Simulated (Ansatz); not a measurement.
Write a Python script for the Python package of Ansatz (0.2.0) that makes a single point from an input written key by key of C2H2BF, SMILES BC#CF. Level of theory: PBE0, def2-SVP basis, multiplicity 1.

```yaml
atoms:
  - { symbol: B, position_ang: [-0.6517, 0.8663, -0.3144] }
  - { symbol: C, position_ang: [0.1773, -0.2753, 0.0903] }
  - { symbol: C, position_ang: [0.8408, -1.2011, 0.4054] }
  - { symbol: F, position_ang: [1.7132, -2.2204, 0.7782] }
  - { symbol: H, position_ang: [-1.0930, 0.9831, -1.4541] }
  - { symbol: H, position_ang: [-0.9444, 1.7834, 0.4484] }
```

`c2h2bf_deck.py`
```python
"""C2H2BF through the session interface."""

import ansatz as az
import numpy as np

DECK = """
crystal:
  periodic: [false, false, false]
  atoms:
    - { symbol: B, position_ang: [-0.6517, 0.8663, -0.3144] }
    - { symbol: C, position_ang: [0.1773, -0.2753, 0.0903] }
    - { symbol: C, position_ang: [0.8408, -1.2011, 0.4054] }
    - { symbol: F, position_ang: [1.7132, -2.2204, 0.7782] }
    - { symbol: H, position_ang: [-1.093, 0.9831, -1.4541] }
    - { symbol: H, position_ang: [-0.9444, 1.7834, 0.4484] }
basis:
  gaussian: { orbitals: def2-SVP }
hamiltonian:
  xc: pbe0
output:
  forces: true
"""

session = az.Session.from_yaml(DECK)
r = session.plan(threads=1).execute().report

print("reference energy %16.6f eV" % r["reference_energy_ev"])
print("total energy     %16.6f eV" % r["free_energy_ev"])
print("occupied orbitals outside the frozen core (up, down):", r["n_occupied"], " frozen:", r["n_frozen"], " virtual:", r["n_virtual"])
symbols = ["B", "C", "C", "F", "H", "H"]
field = r["mean_field"]
print("<S^2> =", round(abs(field["state"]["spin_squared"]), 4), " all-electron relativity setting:", field["relativity"])
print("passes:", field["passes"])
if "symmetry" in field:
    print("occupied orbitals by irrep:", field["symmetry"]["occupied"])

print("forces (eV/A)")
for symbol, f in zip(symbols, r["forces_ev_ang"]):
    print(f"  {symbol:2s} {f[0]:9.4f} {f[1]:9.4f} {f[2]:9.4f}")
charges = r["charge_distribution"]
print("dipole moment", round(4.803205 * float(np.linalg.norm(charges["dipole_moment_e_ang"])), 3), "D")
print("Mulliken:", [(s, round(q, 3)) for s, q in zip(symbols, charges["mulliken_charges_e"])])
```

Running `python c2h2bf_deck.py` prints:
```text
reference energy     -5485.629563 eV
total energy         -5485.629563 eV
occupied orbitals outside the frozen core (up, down): [14, 14]  frozen: 0  virtual: [52, 52]
<S^2> = 0.0  all-electron relativity setting: none
passes: {'evaluations': 14, 'products': 11}
occupied orbitals by irrep: [{'A': 14}, {'A': 14}]
forces (eV/A)
  B    -1.2073    1.7008   -0.6334
  C    -1.6402    2.0172   -0.6703
  C     5.7132   -6.6658    2.4017
  F    -3.3185    3.6264   -1.3453
  H     0.2350   -0.2241    0.3623
  H     0.2179   -0.4544   -0.1150
dipole moment 0.059 D
Mulliken: [('B', -0.003), ('C', -0.039), ('C', 0.245), ('F', -0.188), ('H', -0.008), ('H', -0.008)]
```

Reading the output:
- Total energies depend on the basis set; only differences at equal settings carry meaning.
- The geometry is a force-field or estimated start, not a minimum of this method, and the basis set is short of its limit.
- It ran for 2.5 s on 1 thread of Intel(R) Xeon(R) Platinum 8259CL CPU @ 2.50GHz (Skylake/Cascade Lake), on a shared host, peak memory 0.17 GiB.

(Lines on the test bed's own set-up are left out of the output.)
